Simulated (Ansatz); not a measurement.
Runs of Ansatz 0.2.0 on AlSn. It takes space group P-6m2 (No. 187, hexagonal). The conventional cell has a = 4.198 Å, b = 4.198 Å, c = 3.307 Å, α = 90.00°, β = 90.00°, γ = 120.00°. Sn (site symmetry -6m2) has 6 Al at 2.93 Å and 2 Sn at 3.31 Å as nearest neighbours. Around Al (site symmetry -6m2) lie 6 Sn at 2.93 Å and 2 Al at 3.31 Å. The cell comes from a database or a generator and needn't be the stable form of this composition.

| task | level | cell | cutoff (eV) | smearing | points for each segment of the path | gap on the mesh (eV) | pressure (GPa) | relaxed volume (Å³/atom) |
| --- | --- | --- | --- | --- | --- | --- | --- | --- |
| relaxation of cell and atoms | revPBE | relaxed | 420 | fermi-dirac 0.05 eV | - | none | 0.0 | 25.83 |
| relaxation of cell and atoms | PBEsol+D3(BJ)+ATM | relaxed | 420 | fermi-dirac 0.05 eV | - | none | 0.0 | (a) |
| single point | PBE | as given | 420 | gaussian 0.012 eV | - | none | 0.3 | - |
| band structure | revPBE | as given | 420 | fermi-dirac 0.05 eV | 14 | none | 1.2 | - |

Alike in all rows: potentials or basis Ansatz PAW; no spin polarisation; k mesh 7 × 7 × 8.

Question: Fill in the values left out.

Answer: (a) 23.53.

Caveats: the PAW data sets come from PBE, with cores solved anew for the run's functional, which leaves a small shift of forces and pressure (some runs); the potentials were made for another functional, which shifts forces and pressure (some runs); the plane-wave basis is chosen anew once the cell has moved, so the energies of steps on either side of that aren't comparable (some runs); pairwise dispersion overbinds metals, which lowers pressure and volume (some runs).

A k mesh can miss the band edges, and the runs leave out spin-orbit coupling on Sn.

A gap of «none» marks a metal or a gap under the smearing width.

Not every run made on this cell is shown here.
